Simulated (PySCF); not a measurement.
# GaC (quartet) at other levels of theory

What do other methods print for GaC (quartet)?

Method: each script names its method and basis; program: PySCF 2.14.0.

1 further run of the same task is left out (it didn't finish).

### 1 The system as given

GaC (quartet): 2 atoms, charge 0, spin multiplicity 4.

Bond lengths: Ga1–C2 1.724 Å.

### 2 The run that the others are compared with

The input, input.py:

```python
from pyscf import gto, scf

mol = gto.M(
    atom='Ga 0 0 0; C 0 0 1.724',
    basis='6-31g',
    charge=0,
    spin=3,
    verbose=3,
)
mf = scf.UHF(mol)
mf.kernel()
mf.dip_moment()
print('orbital energies (hartree):', [e[max(0, n-3):n+3].round(4) for e, n in zip(mf.mo_energy, mol.nelec)])
```

On the command line:

```
OMP_NUM_THREADS=1 python input.py
```

### 3 Camb3lyp (UKS)

Variant 1 changes functional: none (Hartree–Fock) → camb3lyp; SCF type: UHF → UKS; step after the SCF: none → analyze.

The input, input.py:

```python
from pyscf import gto, dft

mol = gto.M(
    atom='Ga 0 0 0; C 0 0 1.724',
    basis='6-31g',
    charge=0,
    spin=3,
    verbose=3,
)
mf = dft.UKS(mol, xc='camb3lyp')
mf.kernel()
mf.analyze()
print('orbital energies (hartree):', [e[max(0, n-3):n+3].round(4) for e, n in zip(mf.mo_energy, mol.nelec)])
```

### 4 TDHF

Variant 2 changes step after the SCF: none → tddft; number of roots: none → 8.

input.py: that of step 2 with these lines changed.

```diff
@@ -1,2 +1,2 @@
-from pyscf import gto, scf
+from pyscf import gto, scf, tdscf
 
@@ -11,2 +11,6 @@
 mf.kernel()
+td = tdscf.TDHF(mf)
+td.nstates = 8
+td.kernel()
+td.analyze()
 mf.dip_moment()
```

### 5 NEVPT2 (ROHF)

Variant 3 changes step after the SCF: none → nevpt2; SCF type: UHF → ROHF; active space: none → 7 electrons in 6 orbitals.

The input, input.py:

```python
from pyscf import gto, scf, mcscf, mrpt

mol = gto.M(
    atom='Ga 0 0 0; C 0 0 1.724',
    basis='6-31g',
    charge=0,
    spin=3,
    verbose=3,
)
mf = scf.ROHF(mol)
mf.kernel()
mc = mcscf.CASSCF(mf, 6, 7)
mc.kernel()
mc.analyze()
mrpt.NEVPT(mc).kernel()
mf.dip_moment()
print('orbital energies (hartree):', mf.mo_energy[..., max(0, mol.nelec[1]-3):mol.nelec[0]+3].round(4))
```

### 6 Frequency run

Variant 4 changes step after the SCF: none → frequency.

input.py: that of step 2 with these lines changed.

```diff
@@ -1,2 +1,3 @@
 from pyscf import gto, scf
+from pyscf.hessian import thermo
 
@@ -11,2 +12,4 @@
 mf.kernel()
+hess = mf.Hessian().kernel()
+print('wavenumber (cm^-1) =', thermo.harmonic_analysis(mol, hess)['freq_wavenumber'].round(1))
 mf.dip_moment()
```

### 7 MP2

Variant 5 changes step after the SCF: none → mp2; frozen orbitals: none → 10.

input.py: that of step 2 with these lines changed.

```diff
@@ -1,2 +1,2 @@
-from pyscf import gto, scf
+from pyscf import gto, scf, mp
 
@@ -11,2 +11,3 @@
 mf.kernel()
+mp.MP2(mf, frozen=10).kernel()
 mf.dip_moment()
```

### 8 Geometry optimisation

Variant 6 changes step after the SCF: none → optimize.

The input, input.py:

```python
from pyscf import gto, scf
from pyscf.geomopt.geometric_solver import optimize

mol = gto.M(
    atom='Ga 0 0 0; C 0 0 1.724',
    basis='6-31g',
    charge=0,
    spin=3,
    verbose=3,
)
mf = scf.UHF(mol)
mf.kernel()
mol_eq = optimize(mf, maxsteps=30)
print('optimised geometry (angstrom)')
print(mol_eq.tostring('raw'))
print('orbital energies (hartree):', [e[max(0, n-3):n+3].round(4) for e, n in zip(mf.mo_energy, mol.nelec)])
```

**Question.** What will these runs give? Wanted: for each run, E(SCF); from base; gap, α spin; SCF dipole; after the SCF.

The runs gave:

| run | E(SCF) (hartree) | from base (eV) | gap, α spin (eV) | SCF dipole (D) | after the SCF |
| --- | --- | --- | --- | --- | --- |
| base | -1960.621110 | 0 | 9.88 | 0.33 | n/a |
| camb3lyp (UKS) | -1962.478609 | not comparable | 7.67 | 0.89 | n/a |
| TDHF | -1960.621110 | 0.0000 | 9.88 | 0.33 | lowest root found 1.34 eV |
| NEVPT2 (ROHF) | -1960.618770 | +0.0637 | n/a | 0.47 | NEVPT2 correlation -7.084 eV (from the SCF energy, the CASSCF gain included) |
| frequency run | -1960.621110 | 0.0000 | 9.88 | 0.33 | highest mode 1042 cm⁻¹ |
| MP2 | -1960.621110 | 0.0000 | 9.88 | 0.33 | MP2 correlation -6.092 eV, core frozen |
| geometry optimisation | -1960.621110 | 0.0000 | 9.88 | n/a | bond 2.049 Å, -0.950 eV |

SCF columns refer to the geometry typed in the script.

**Reading.** A lower total energy from another functional means nothing by itself. The dearest run is “frequency run”, at 9.8 s against 0.8 s.
